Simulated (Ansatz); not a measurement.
# HF/3-21G run of HBr (hydrogen bromide)

Aim: the vertical ionisation energy of HBr (hydrogen bromide) at HF/3-21G, from 2 runs. 

Program for the calculation: Ansatz 0.2.0.

30 further runs of the same task are left out: 30 set aside as unsound or not needed.

## (1) The structure to begin with

The species is HBr (2 atoms), meant as a singlet with charge 0. SMILES: `Br`. The coordinates come from a PBE0-D4/def2-TZVP relaxation.

Bond lengths: Br1–H2 1.420 Å.

## (2) The energy at HF/3-21G

job.yaml reads:

```yaml
basis:
  gaussian:
    orbitals: 3-21G-spherical.json
crystal:
  periodic: [false, false, false]
  atoms:
    - {symbol: Br, position_ang: [-0.603220, 0.217960, -0.305050]}
    - {symbol: H, position_ang: [0.603220, -0.217960, 0.305050]}
accuracy: high
hamiltonian:
  xc: hf
output:
  orbitals: {seedname: orbitals}
```

The basis set 3-21G is read from a file made from the Basis Set Exchange's data (not shown).

Started as:

```console
ansatz run job.yaml --threads 1 --pin off --max-ram 3480MiB --events-out events.jsonl --progress --plain --runs-dir runs
```

What it wrote:

```text
Warning: RAYON_NUM_THREADS=1 ignored (pool sized by the plan → 1); use --threads N
Functional definition: HF
  name "HF"
  exchange = exact_x
  correlation = 0
298 factors; integrals over basis functions are off by at most 6.4e-9 eV
mean field evaluation 1: about -69677.4381 eV, gradient 9.8e0 eV
mean field evaluation 2: about -69677.4490 eV, gradient 9.8e0 eV
mean field evaluation 4: about -69677.8950 eV, gradient 3.2e-1 eV
mean field evaluation 8: about -69677.8957 eV, gradient 5.6e-4 eV
mean field -69677.89566815 eV, -2560.6154364305 hartree, gradient 5.2e-8 eV, S^2 0.000000; 0 other end points of the search recorded, 0 dependent functions left out
reference -69677.89566815 eV, -2560.6154364305 hartree; 18, 18 occupied and 6, 6 virtual orbitals, 298 factors
Total energy: -69677.89566815 eV, -2560.6154364305 hartree
```

Wall time 0.1 s (1 thread of Arm Neoverse V2, shared host).

## (3) The doublet cation

job.yaml reads:

```yaml
crystal:
  periodic: [false, false, false]
  atoms:
    - {symbol: Br, position_ang: [-0.603220, 0.217960, -0.305050]}
    - {symbol: H, position_ang: [0.603220, -0.217960, 0.305050]}
basis:
  gaussian:
    orbitals: 3-21G-spherical.json
total_charge: 1
magnetization:
  spin_polarized: true
  initial_magnetization: 1
hamiltonian:
  xc: hf
accuracy: high
output: {orbitals: {seedname: orbitals}}
```

The basis set 3-21G is read from a file made from the Basis Set Exchange's data (not shown).

Started as:

```console
ansatz run job.yaml --threads 1 --pin off --max-ram 3480MiB --events-out events.jsonl --progress --plain --runs-dir runs
```

What it wrote:

```text
Warning: RAYON_NUM_THREADS=1 ignored (pool sized by the plan → 1); use --threads N
[... 4 set-up lines as earlier in the session ...]
297 factors; integrals over basis functions are off by at most 6.4e-9 eV
mean field evaluation 1: about -69666.9009 eV, gradient 6.2e0 eV
mean field evaluation 2: about -69666.9161 eV, gradient 6.2e0 eV
mean field evaluation 4: about -69667.2212 eV, gradient 2.8e-1 eV
mean field evaluation 8: about -69667.2225 eV, gradient 4.3e-8 eV
mean field -69667.22249608 eV, -2560.2232045915 hartree, gradient 4.7e-8 eV, S^2 0.753019; 0 other end points of the search recorded, 0 dependent functions left out
reference -69667.22249608 eV, -2560.2232045915 hartree; 18, 17 occupied and 6, 7 virtual orbitals, 297 factors
Total energy: -69667.22249608 eV, -2560.2232045915 hartree
```

Wall time 0.12 s (1 thread of Arm Neoverse V2, shared host).

## (4) What came out

Level: HF/3-21G.

```
                                          quantity           value
                         singlet HBr: total energy  -2560.61544 Eh
                          singlet HBr: HOMO energy       -11.49 eV
                          singlet HBr: LUMO energy         4.21 eV
                        singlet HBr: HOMO–LUMO gap        15.70 eV
                      doublet cation: total energy  -2560.22320 Eh
doublet cation: HOMO energy (highest over α and β)       -20.54 eV
 doublet cation: LUMO energy (lowest over α and β)        -9.91 eV
                              doublet cation: ⟨S²⟩           0.753
vertical ionisation energy (to the doublet cation)       10.673 eV
```

What this shows: The vertical ionisation energy comes to 10.67 eV (246 kcal/mol). −ε(HOMO) before ionisation, 11.49 eV, is 0.81 eV above this ionisation energy.
